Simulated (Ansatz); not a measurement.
**TiAl: a trigonal deformation path**

An exercise on one series of results from a longer session: the logs are not shown, and one member is left open.

Computed with Ansatz 0.2.0 (DFT r2SCAN, scalar-relativistic, plane waves, PAW, unless a step's input says otherwise).

## Starting point

The structure is cubic, space group Pm-3m (No. 221). The conventional cell has a = 3.179 Å, b = 3.179 Å, c = 3.179 Å, α = 90.00°, β = 90.00°, γ = 90.00°. Ti (site symmetry m-3m) is surrounded by 8 Al at 2.75 Å. Around Al (site symmetry m-3m) lie 8 Ti at 2.75 Å.

As a file:

```
CELL_PARAMETERS angstrom
3.17906 0.00000 0.00000
0.00000 3.17906 0.00000
0.00000 0.00000 3.17906
ATOMIC_POSITIONS crystal
Ti 0.00000 0.00000 0.00000
Al 0.50000 0.50000 0.50000
```

It goes back to an entry of the Materials Project, which need not be the stable form.

No relaxation comes first: the listed cell is the starting point.

## Zero of energy

Reference values: F = -3045.4169 eV; pressure -0.80 GPa; largest force 0.000 eV/Å; gap on the mesh none (metal). It was computed beforehand with the settings of the runs below.

The first run:

At fixed volume and fractional coordinates, lengths along (0.577, 0.577, 0.577) are scaled against those across it; ρ is that ratio over its starting value.

input.yaml reads:

```yaml
crystal:
  lattice:
    - [3.3378080438, -0.6675616088, -0.6675616088]
    - [-0.6675616088, 3.3378080438, -0.6675616088]
    - [-0.6675616088, -0.6675616088, 3.3378080438]
  atoms:
    - { symbol: Ti, position: [0.0, 0.0, 0.0] }
    - { symbol: Al, position: [0.5, 0.5, 0.5] }
basis:
  ecutwfc: 500
kpoints:
  mp_grid: { grid: [16, 16, 16] }
hamiltonian:
  xc: r2scan
scf:
  occupations: { method: gaussian, width: 0.15 }
output:
  forces: true
  stress: true
  eigenvalues: true
```

Run with:

```sh
ansatz run input.yaml --threads 1 --pin off --max-ram 2560MiB --backend cpu --events-out ev --progress --plain --runs-dir out
```

Steps of the session up to this table: Point ρ = 0.500; At ρ = 2.000; At ρ = 0.710; At ρ = 1.410; At ρ = 0.600; Point ρ = 0.850; ρ = 1.200; At ρ = 1.700; At ρ = 0.930; Point ρ = 1.080.

One table of the session follows, with a row left open; its other results are not shown here.

```
    ρ  ΔE (meV/atom)  pressure (GPa)
0.500         5895.3            70.9
0.600         2854.9            40.3
0.710         1148.6            17.3
0.850          209.9             3.3
0.930              ?               ?
1.000            0.0            -0.8
1.080           22.9            -0.1
1.200          101.4             2.8
1.410          291.9             7.7
1.700          570.3            12.3
2.000          662.4            14.2
```

Q: Estimate the row for ρ = 0.930 from the others.

Worked estimate for «ΔE (meV/atom)». A straight line through the neighbours (0.850, 209.9) and (1.000, 0.0) gives 209.9 + (0.0 − 209.9) × (0.930 − 0.850) / (1.000 − 0.850) = 98.0; a parabola fitted to 4 rows on both sides gives 4.3.

As computed: ΔE (meV/atom): 34.5; pressure (GPa): 0.0. In «ΔE (meV/atom)» the line misses by +63.5 and the parabola by -30.2.
